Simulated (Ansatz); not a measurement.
# Cu2F3: a single point and what it writes

The system is Cu2F3, a known structure type filled with other elements, at an estimated volume. Wanted, at the geometry given: its forces and stress, its levels, and how its atoms share the electrons.

Computed, not measured: Ansatz 0.2.0, DFT, r2SCAN, no spin polarisation, plane waves, PAW.

### Step 1. The cell

The structure is monoclinic, space group C2/c (No. 15). Conventional cell: a = 8.912 Å, b = 5.178 Å, c = 5.738 Å, α = 90.00°, β = 122.98°, γ = 90.00°. F (site symmetry 1) has 4 Cu at 2.01 to 2.16 Å as nearest neighbours. Around Cu (site symmetry 1) lie 6 F at 1.99 to 2.16 Å. F (site symmetry 2) has 4 Cu at 1.99 to 2.14 Å as nearest neighbours.

Its coordinates follow in the input file.

The run starts from a saved solution of this cell (checkpoint.read), perhaps found on another mesh.

### Step 2. Self-consistent run

File input.yaml:

```yaml
crystal:
  lattice:
    - [3.42624986, 2.58919111, 2.84897522]
    - [3.42624986, -2.58919111, 2.84897522]
    - [4.10185078, 2.58919111, -2.84897522]
  atoms:
    - { symbol: F, position: [0.49, 0.562, 0.762] }
    - { symbol: F, position: [0.2, 0.248, 0.738] }
    - { symbol: F, position: [0.51, 0.438, 0.238] }
    - { symbol: F, position: [0.8, 0.752, 0.262] }
    - { symbol: Cu, position: [0.3073, 0.3359, 0.0466] }
    - { symbol: Cu, position: [0.7107, 0.1461, 0.4534] }
    - { symbol: Cu, position: [0.6927, 0.6641, 0.9534] }
    - { symbol: Cu, position: [0.2893, 0.8539, 0.5466] }
    - { symbol: F, position: [0.183, 0.067, 0.25] }
    - { symbol: F, position: [0.817, 0.933, 0.75] }
  symmetry: { tolerance: 0.0003 }
kpoints:
  mp_grid: { grid: [5, 5, 5], shift: [0, 0, 0] }
  band_path:
    path:
      - [0.0, 0.0, 0.0]
      - [-0.36995558, 0.36995558, -0.36995558]
      - [-0.63004442, -0.36995558, -0.63004442]
      - [-0.5, -0.5, -0.5]
      - [0.0, 0.0, 0.0]
      - [-0.5, -0.5, 0.0]
      - [-0.73146913, -0.26853087, -0.23146913]
      - [-0.26853087, 0.26853087, 0.23146913]
      - [0.0, 0.0, 0.5]
      - [0.0, 0.0, 0.0]
      - [-0.5, 0.0, 0.0]
    npoints: 6
magnetization:
  spin_polarized: false
scf:
  occupations: { method: fermi_dirac, width: 0.0946 }
  lower_state_search: "off"
  max_iter: 200
hamiltonian:
  pseudopotentials: { kind: paw }
  xc: r2scan
basis:
  ecutwfc: 500
  fft_grid_basis: typed
output:
  forces: true
  stress: true
  eigenvalues: true
  bader: true
  populations: true
  elf: true
  write_potential: true
  volumetric_format: npy
  dos:
    e_range: [-12, 8]
    de: 0.05
    projected: { site_lists: { Cu: [Cu], F: [F] } }
checkpoint:
  read: saved_state
```

The program printed:

```text
Warning: RAYON_NUM_THREADS=1 ignored (pool sized by the plan → 1); use --threads N
Engine: ansatz 0.2.0, aarch64-unknown-linux-gnu
Pseudopotentials: kind: paw
Pseudopotential: F, paw, valence charge 7, recommended cutoff 500 eV (meta_gga), F.paw.azcp
Pseudopotential: Cu, paw, valence charge 19, recommended cutoff 500 eV (meta_gga), Cu.paw.azcp
Functional definition: r2SCAN
  parameter k0 = 0.174
  parameter k1 = 0.065
  parameter a1 = 4.9479
  exchange = r2scan_x(k0 = k0, k1 = k1, a1 = a1)
  correlation = r2scan_c
Crystal: 10 atoms, lattice volume = 111.063 Å³
Basis set: ecut = 500 eV, 2827 PW (Γ), exchange–correlation on 160×160×180 points (64 copies of the dense FFT grid, shifted against one another)
Bands: 71, of which v1, the nominal top of the filled ones, is band 59 counted from 1 (58 counted from 0)
Symmetry: 4 space group operations
Space group: C2/c (ITA 15), of the structure as read, at distance tolerance 1.4e-3 Å
k-points: 39 of 125
Non-local potential: F, projectors of the file, l = 0: 2, l = 1: 2, l = 2: 1
Non-local potential: Cu, projectors of the file, l = 0: 3, l = 1: 2, l = 2: 3, l = 3: 1
PAW form: soft (Blöchl's): semilocal exchange-correlation on the pseudo side does not see the compensation charge
PAW frozen core: F, regenerated for the run's functional (the file was generated under x = pbe(κ = 0.804, μ = 0.2195149727645171), c = pbe(β = 0.06672455060314922))
PAW frozen core: Cu, regenerated for the run's functional (the file was generated under x = pbe(κ = 0.804, μ = 0.2195149727645171), c = pbe(β = 0.06672455060314922))
PAW one-centre angular grid: F, 302 points (default); XC on 160 Gauss nodes
PAW one-centre angular grid: Cu, 590 points (default); XC on 160 Gauss nodes
Initial density: read from a saved state, or passed on in memory by an earlier SCF of this step, an earlier step, the calling program or the single point that the run made first
Initial wavefunctions: pseudopotential atomic-orbital guess
Functional: x = r2scan, c = r2scan; τ floored in thin density (d = 2e-4 eV/Å³)
iter 1 solved again at ethr=8.86e-7 eV; its pass at ethr=3.10e-3 eV (dr2=1.05e-3 eV) is discarded
SCF iter   1: F=-31380.829837 eV  HF=-31380.827322 eV  |F-HF|=2.52e-3  |Δ(HF+E_count)|=         —  Δρ=1.65e-3  dr2=8.52e-4  dr2_τ=7.32e-4  ethr=8.86e-7  ⟨swp⟩=3.5  Hψ=16027  notcnv=0
preconditioner: auto → LDOS  [metal: Δε(μ)=0.014 eV  Ē_g=14.769 eV  σ=0.095 eV  W_gap=0.04  n_scr=42 (ndim 8)  ℏωp=32.7 eV  f_vac=0.152  D(μ)=12.25/eV (n_scr^D=168)  β→1.0]
SCF iter   2: F=-31380.829918 eV  HF=-31380.830283 eV  |F-HF|=3.66e-4  |Δ(HF+E_count)|=   2.96e-3  Δρ=7.79e-4  dr2=3.79e-4  dr2_τ=2.26e-5  ethr=7.22e-7  ⟨swp⟩=2.0  Hψ=5248  notcnv=0
SCF iter   3: F=-31380.830044 eV  HF=-31380.830174 eV  |F-HF|=1.30e-4  |Δ(HF+E_count)|=   1.09e-4  Δρ=4.08e-4  dr2=9.73e-5  dr2_τ=3.86e-6  ethr=3.21e-7  ⟨swp⟩=2.0  Hψ=5055  notcnv=0
SCF iter   4: F=-31380.830298 eV  HF=-31380.830320 eV  |F-HF|=2.19e-5  |Δ(HF+E_count)|=   1.46e-4  Δρ=1.73e-4  dr2=2.33e-5  dr2_τ=7.66e-7  ethr=8.25e-8  ⟨swp⟩=2.1  Hψ=3726  notcnv=0
SCF iter   5: F=-31380.830304 eV  HF=-31380.830318 eV  |F-HF|=1.47e-5  |Δ(HF+E_count)|=   1.27e-6  Δρ=1.33e-4  dr2=1.38e-5  dr2_τ=1.83e-7  ethr=1.97e-8  ⟨swp⟩=1.0  Hψ=2769  notcnv=0
SCF iter   6: F=-31380.830313 eV  HF=-31380.830315 eV  |F-HF|=2.11e-6  |Δ(HF+E_count)|=   3.37e-6  Δρ=5.67e-5  dr2=2.41e-6  dr2_τ=6.19e-8  ethr=1.17e-8  ⟨swp⟩=2.0  Hψ=3539  notcnv=0
SCF iter   7: F=-31380.830314 eV  HF=-31380.830315 eV  |F-HF|=1.06e-7  |Δ(HF+E_count)|=   4.93e-7  Δρ=1.74e-5  dr2=1.79e-7  dr2_τ=1.32e-8  ethr=2.04e-9  ⟨swp⟩=2.0  Hψ=3549  notcnv=0
SCF iter   8: F=-31380.830315 eV  HF=-31380.830315 eV  |F-HF|=2.14e-8  |Δ(HF+E_count)|=   1.31e-8  Δρ=5.08e-6  dr2=2.47e-8  dr2_τ=1.40e-9  ethr=8.47e-11  ⟨swp⟩=7.0  Hψ=16007  notcnv=0
SCF 1 converged in 8 iterations: F = -31380.830315 eV  dr2 = 2.47e-8
NSCF: frozen V_eff on 61 k-points
SCF converged after 8 iterations
Free energy (F): -31380.830315 eV
Harris-Foulkes:  -31380.830315 eV  (|F-HF|=2.14e-8)
Internal energy: -31380.484258 eV  (E = F + TS)
E sigma→0 (E₀):  -31380.657286 eV
Entropy (-TS):   -0.346056 eV (-34.606 meV/atom)
Fermi energy:    8.535266 eV
--- Per-component energies (eV) ---
  E_band       = -2180.501275
  E_kinetic    = 2438.745456
  E_local      = -23223.270955  (includes V_loc(G=0)·N_el)
  E_nonlocal   = 2092.772518
  E_hartree    = 10040.518173
  E_xc         = -797.648404
  E_vxc        = -1171.976555  (∫ρ·V_xc dr)
  E_paw        = -7984.824421  (= ΣΔE_a)
  E_vpaw       = -2479.977376  (= ΣTr[D̂ρ^β])
  E_aug_tail   = 0.006806  (compensation charges beyond the density's cutoff)
  E_vtau       = 82.168455  (kinetic-family band-sum trace: ∫τ·v_τ [+ j·A + Jᵃ·Aᵃ] dr)
  E_ewald      = -13945.390652
  E_core_change = -1.392781  (= ΣΔE_core)
  E_smearing   = -0.346056  (= −TS)
  E_closure    = -0.000000  (closes the sum)
  Σ components = -31380.830315   (vs F -31380.830315, Δ=0.00e0)
--- Forces (eV/Å), atoms counted from 1 ---
  atom   1  F     -0.16540874    -0.07968135     0.09036994
  atom   2  F      0.16540874    -0.07968135    -0.09036994
  atom   3  F      0.16540874     0.07968135    -0.09036994
  atom   4  F     -0.16540874     0.07968135     0.09036994
  atom   5  Cu     0.05278716    -0.43465471     0.11041077
  atom   6  Cu    -0.05278716    -0.43465471    -0.11041077
  atom   7  Cu    -0.05278716     0.43465471    -0.11041077
  atom   8  Cu     0.05278716     0.43465471     0.11041077
  atom   9  F      0.00000000    -0.12439172     0.00000000
  atom  10  F      0.00000000     0.12439172    -0.00000000
  max |Σ_I F_I| component: 1.11e-16 eV/Å
--- Stress (GPa, compression-positive) ---
        5.004348      -0.000000       0.784016
       -0.000000       4.421114      -0.000000
        0.784015      -0.000000       4.824153
  P = ⅓ Tr σ = 4.7499 GPa (47.499 kbar)
--- Band table (eV; the first three rows and the last of 39) ---
  k-point 0: bands = ["-106.4454", "-106.4449", "-106.4448", "-106.4444", "-62.3783", "-62.3775", "-62.3732", "-62.3722", "-62.3352", "-62.3338", "-62.3330", "-62.3309", "-62.2706", "-62.2685", "-62.2656", "-62.2635", "-17.3999", "-16.9984", "-16.8137", "-16.6752", "-16.6444", "-16.5882", "0.3861", "1.0867", "1.1964", "1.3205", "1.6191", "1.6240", "1.8388", "2.0810", "2.3818", "2.3962", "2.4995", "2.6211", "2.6442", "3.2916", "3.3298", "3.5629", "3.6178", "3.6377", "6.8725", "7.0531", "7.0561", "7.1205", "7.1867", "7.1904", "7.1914", "7.2127", "7.4365", "7.4757", "7.5559", "7.5738", "7.7150", "7.8029", "7.8421", "7.9589", "8.5264", "8.5559", "8.6095", "8.6388", "9.8382", "15.6905", "16.7353", "17.0884", "17.5520", "18.0289", "18.4329", "18.8764", "18.9141", "19.0795", "19.3664"]
  k-point 1: bands = ["-106.4454", "-106.4450", "-106.4447", "-106.4444", "-62.3782", "-62.3776", "-62.3731", "-62.3723", "-62.3352", "-62.3341", "-62.3326", "-62.3310", "-62.2704", "-62.2687", "-62.2653", "-62.2637", "-17.3558", "-17.0249", "-16.8092", "-16.7052", "-16.6370", "-16.5933", "0.5758", "1.0999", "1.2786", "1.3636", "1.5658", "1.6538", "1.7531", "2.0804", "2.3593", "2.3661", "2.5238", "2.6657", "2.6930", "3.2235", "3.2638", "3.2854", "3.5799", "3.5853", "6.9405", "7.0740", "7.0890", "7.1285", "7.1791", "7.2010", "7.2020", "7.2284", "7.4315", "7.4613", "7.5054", "7.5296", "7.7593", "7.8367", "7.8967", "8.0015", "8.4724", "8.4787", "8.5390", "8.5888", "10.3651", "14.7355", "16.9030", "17.0238", "17.7451", "18.0167", "18.4671", "18.8075", "19.2360", "19.5146", "19.6293"]
  k-point 2: bands = ["-106.4453", "-106.4452", "-106.4446", "-106.4445", "-62.3780", "-62.3778", "-62.3729", "-62.3725", "-62.3350", "-62.3346", "-62.3319", "-62.3314", "-62.2700", "-62.2693", "-62.2647", "-62.2641", "-17.2422", "-17.1117", "-16.7932", "-16.7580", "-16.6230", "-16.6066", "1.0029", "1.2550", "1.3040", "1.4999", "1.5304", "1.5805", "1.6584", "2.0677", "2.2697", "2.2919", "2.4247", "2.5604", "2.7680", "2.9362", "3.2568", "3.2824", "3.4501", "3.4636", "7.0642", "7.1010", "7.1671", "7.1832", "7.1867", "7.2015", "7.2505", "7.2748", "7.3695", "7.3788", "7.4119", "7.4180", "7.9183", "7.9562", "8.0118", "8.0545", "8.3139", "8.3329", "8.4203", "8.4716", "11.6288", "13.1820", "16.9433", "16.9559", "18.0665", "18.2214", "18.3697", "18.7274", "18.8967", "19.3189", "20.8304"]
  k-point 38: bands = ["-106.4452", "-106.4449", "-106.4448", "-106.4445", "-62.3768", "-62.3759", "-62.3748", "-62.3738", "-62.3353", "-62.3332", "-62.3330", "-62.3312", "-62.2707", "-62.2684", "-62.2656", "-62.2635", "-17.1846", "-17.0151", "-16.8328", "-16.7680", "-16.6943", "-16.6482", "0.6362", "0.8982", "1.0753", "1.4663", "1.6534", "1.9058", "2.0335", "2.1751", "2.2298", "2.4567", "2.6088", "2.7269", "2.8083", "2.9859", "3.0526", "3.2552", "3.2651", "3.5831", "6.8179", "6.9676", "7.0790", "7.0981", "7.1827", "7.2405", "7.3401", "7.3750", "7.4293", "7.4703", "7.4719", "7.4914", "7.7054", "7.8904", "7.8938", "8.0851", "8.1229", "8.3543", "8.4188", "8.6296", "13.5210", "14.2098", "14.4846", "15.2661", "16.1574", "17.7868", "18.2052", "19.6600", "20.4890", "20.5674", "21.2172"]
--- Löwdin populations: 10 sites ---
  site symbol       q [e]
     0      F      7.6490
     1      F      7.6490
     2      F      7.6490
     3      F      7.6490
     4     Cu     17.9365
     5     Cu     17.9365
     6     Cu     17.9365
     7     Cu     17.9365
     8      F      7.6423
     9      F      7.6423
  spilling = 0.003167 (of n_electrons = 118.000000)
--- Bader charges: 10 sites ---
  site symbol  charge [e]  shift [e]
     0      F     -0.7501     0.0015
     1      F     -0.7501     0.0015
     2      F     -0.7501     0.0015
     3      F     -0.7501     0.0015
     4     Cu      1.1221     0.0026
     5     Cu      1.1221     0.0026
     6     Cu      1.1220     0.0026
     7     Cu      1.1221     0.0026
     8      F     -0.7439     0.0022
     9      F     -0.7439     0.0022
  estimated error of the sums over rays = 2.5e-4 e
```

It took 2.5 min on 1 thread of an Arm CPU, shared host; peak memory 0.84 GiB.

### Step 3. How far from equilibrium

The largest forces, with each atom's nearest neighbour:

| atom | force (eV/Å) | nearest | distance (Å) | direction |
| --- | --- | --- | --- | --- |
| Cu7 | 0.452 | F10 | 1.99 | away from it |
| Cu5 | 0.452 | F9 | 1.99 | away from it |
| Cu6 | 0.452 | F9 | 1.99 | away from it |
| Cu8 | 0.452 | F10 | 1.99 | away from it |
| F1 | 0.205 | Cu7 | 2.01 | away from it |
| F3 | 0.205 | Cu5 | 2.01 | away from it |
| F2 | 0.205 | Cu8 | 2.01 | away from it |
| F4 | 0.205 | Cu6 | 2.01 | away from it |

Principal stresses (compression positive): 4.13, 4.42, 5.70 GPa; their mean, the pressure, is 4.75 GPa.

### Step 4. Bands along the path

bands.tsv at the labelled points (eV, zero at the Fermi level):

| point | band 58 | band 59 | band 60 |
| --- | --- | --- | --- |
| Γ | 0.02 | 0.07 | 0.10 |
| C | -0.22 | -0.10 | 0.05 |
| C2 | -0.22 | -0.10 | 0.05 |
| Y2 | -0.16 | -0.13 | 0.16 |
| Γ | 0.02 | 0.07 | 0.10 |
| M2 | -0.35 | -0.16 | -0.16 |
| D | -0.20 | -0.03 | -0.03 |
| D2 | -0.20 | -0.03 | -0.03 |
| A | -0.25 | -0.11 | -0.11 |
| Γ | 0.02 | 0.07 | 0.10 |
| L2 | -0.17 | 0.00 | 0.08 |

The same bands between the corners:

```
distance (1/Å)  band 60
          0.00     0.10
          0.30     0.08
          0.60    -0.01
          0.90     0.05
          1.24    -0.12
          1.58    -0.12
          1.92     0.05
          2.03     0.11
          2.13     0.15
          2.24     0.16
          2.52     0.14
          2.80     0.10
          3.08     0.10
          3.32     0.05
          3.56    -0.05
          3.81    -0.16
          4.00    -0.14
          4.18    -0.08
          4.37    -0.03
          4.65     0.07
          4.93     0.07
          5.21    -0.03
          5.43    -0.02
          5.65    -0.07
          5.87    -0.11
          6.08    -0.02
          6.30     0.07
          6.52     0.10
          6.79     0.09
          7.07     0.08
          7.34     0.08
```

### Step 5. Total and projected density of states

States per cell by energy window, from dos.tsv and pdos.tsv (tetrahedra; eV from the Fermi level):

| from | to | total | Cu d | F p |
| --- | --- | --- | --- | --- |
| -8.0 | -7.0 | 7.66 | 0.49 | 6.41 |
| -7.0 | -6.0 | 12.26 | 1.35 | 10.68 |
| -6.0 | -5.0 | 14.93 | 1.14 | 13.60 |
| -5.0 | -4.0 | 1.10 | 0.04 | 1.05 |
| -4.0 | -3.0 | 0.00 | 0.00 | 0.00 |
| -3.0 | -2.0 | 0.00 | 0.00 | 0.00 |
| -2.0 | -1.0 | 22.73 | 21.95 | 0.69 |
| -1.0 | 0.0 | 15.57 | 13.42 | 1.83 |
| 0.0 | 1.0 | 1.71 | 1.35 | 0.34 |
| 1.0 | 2.0 | 0.06 | 0.00 | 0.00 |
| 2.0 | 3.0 | 0.33 | 0.00 | 0.03 |
| 3.0 | 4.0 | 0.69 | 0.01 | 0.09 |
| 4.0 | 5.0 | 1.00 | 0.01 | 0.14 |

### Step 6. Atomic charges

Gathered by element (positive charge: electrons given up): Löwdin charges also hold the electrons that the projection spills.

| element | atoms | Bader charge (e) | Bader volume (Å³) | Löwdin charge (e) |
| --- | --- | --- | --- | --- |
| F | 6 | -0.75 to -0.74 | 11.7 to 12.0 | -0.65 to -0.64 |
| Cu | 4 | +1.12 | 9.9 | +1.06 |

The Löwdin projection spills 0.3 % of the electrons and depends on the orbitals chosen; where it disagrees with Bader's partition, neither is an observable.

### Step 7. Maps of the fields

Maps in the plane spanned by a and b at height 0.762 along c (axes of the input's cell), one cell: a runs left to right (16 points from zero), b bottom to top (16 points), 60° apart. Inside the augmentation spheres the fields are the smooth ones.

Valence density. Ten steps from '0' (0.04 e/Å³) to '9' (13.80 e/Å³), finer at the low end (step k begins (100^(k/10) - 1)/99 of the way up):
```
2111100000258985
3111100000136886
3111111000013565
2000123321011233
1000135652112211
0000136985312221
0000026998422221
1110013798521121
2332101356521011
3565310123310001
3688631111100001
2589852111000000
1368863111111000
0135542101233200
0112221001356531
1111110001368863
```

ELF. Values, 16 rows by 16 columns:
```
0.26 0.07 0.12 0.11 0.07 0.05 0.03 0.02 0.01 0.07 0.47 0.79 0.69 0.42 0.73 0.79
0.55 0.08 0.09 0.11 0.08 0.05 0.04 0.02 0.01 0.03 0.16 0.63 0.81 0.70 0.72 0.81
0.60 0.13 0.06 0.07 0.06 0.10 0.16 0.14 0.06 0.03 0.05 0.15 0.56 0.80 0.81 0.79
0.45 0.13 0.04 0.05 0.11 0.37 0.61 0.62 0.42 0.11 0.05 0.07 0.08 0.23 0.54 0.60
0.13 0.06 0.02 0.04 0.23 0.67 0.81 0.81 0.78 0.54 0.10 0.08 0.11 0.08 0.08 0.13
0.04 0.02 0.01 0.02 0.24 0.70 0.81 0.70 0.73 0.80 0.43 0.07 0.13 0.15 0.11 0.06
0.05 0.04 0.02 0.01 0.08 0.56 0.81 0.65 0.42 0.75 0.77 0.17 0.09 0.15 0.14 0.08
0.09 0.18 0.18 0.06 0.02 0.17 0.68 0.80 0.68 0.73 0.81 0.47 0.07 0.10 0.10 0.07
0.29 0.61 0.66 0.49 0.12 0.03 0.19 0.65 0.80 0.80 0.78 0.57 0.12 0.06 0.06 0.08
0.58 0.81 0.81 0.79 0.62 0.14 0.04 0.13 0.40 0.61 0.60 0.42 0.13 0.04 0.04 0.14
0.62 0.81 0.71 0.70 0.80 0.58 0.10 0.05 0.07 0.11 0.14 0.11 0.05 0.02 0.03 0.15
0.47 0.79 0.72 0.47 0.72 0.79 0.33 0.06 0.05 0.05 0.04 0.03 0.02 0.01 0.01 0.07
0.14 0.60 0.81 0.75 0.75 0.81 0.55 0.10 0.05 0.06 0.10 0.13 0.11 0.05 0.02 0.03
0.05 0.14 0.54 0.79 0.81 0.78 0.57 0.12 0.04 0.10 0.34 0.58 0.61 0.45 0.14 0.04
0.06 0.07 0.08 0.27 0.55 0.60 0.42 0.10 0.03 0.14 0.59 0.80 0.81 0.79 0.61 0.14
0.08 0.09 0.10 0.07 0.09 0.15 0.14 0.05 0.02 0.13 0.62 0.81 0.71 0.72 0.81 0.55
```

Atoms within 0.2 Å of the plane, in fractions of a and b: F at (0.49, 0.56), F at (0.20, 0.25), F at (0.82, 0.93).

Scans along the contacts give these minima of the density:

| contact | length (Å) | minimum at (fraction) | density (e/Å³) | ELF |
| --- | --- | --- | --- | --- |
| Cu5–F9 | 1.991 | deep in a PAW sphere | – | – |

```
fraction  Cu5–F9
     0.2    16.5
     0.3    3.98
     0.4    0.99
     0.5   0.489
     0.6   0.811
     0.7    2.13
     0.8    5.95
```

(Smooth valence density in e/Å³ at fractions of each contact.)

### Step 8. Summary of results

| quantity | value |
| --- | --- |
| largest force | 0.452 eV/Å on Cu |
| pressure | 4.7 GPa |
| formation energy (elements from separate runs) | -1.46 eV/atom |
| character | metal |
| density of states, mean within 0.25 eV of the Fermi level | 13 per eV per cell |
| Bader charges | F -0.75 to -0.74, Cu +1.12 e |

In words: The cell is metallic; within 0.25 eV of the Fermi level the density of states averages 13 per eV per cell, mostly Cu d (81 %) and F p (18 %). Cu loses most charge (+1.12 e on average) and F gains most (-0.75 e). Cu feels the largest force, 0.45 eV/Å, so the positions are not relaxed. At 4.7 GPa the cell is compressed and would expand, and unequal principal stresses would change its shape.

Caveats: a 3d oxide or halide that comes out metallic without a U or exact exchange, which may be an insulator in nature; many states at the Fermi level without spin polarisation, so a magnetic state may lie lower; the k mesh is coarse for a cell without a gap.
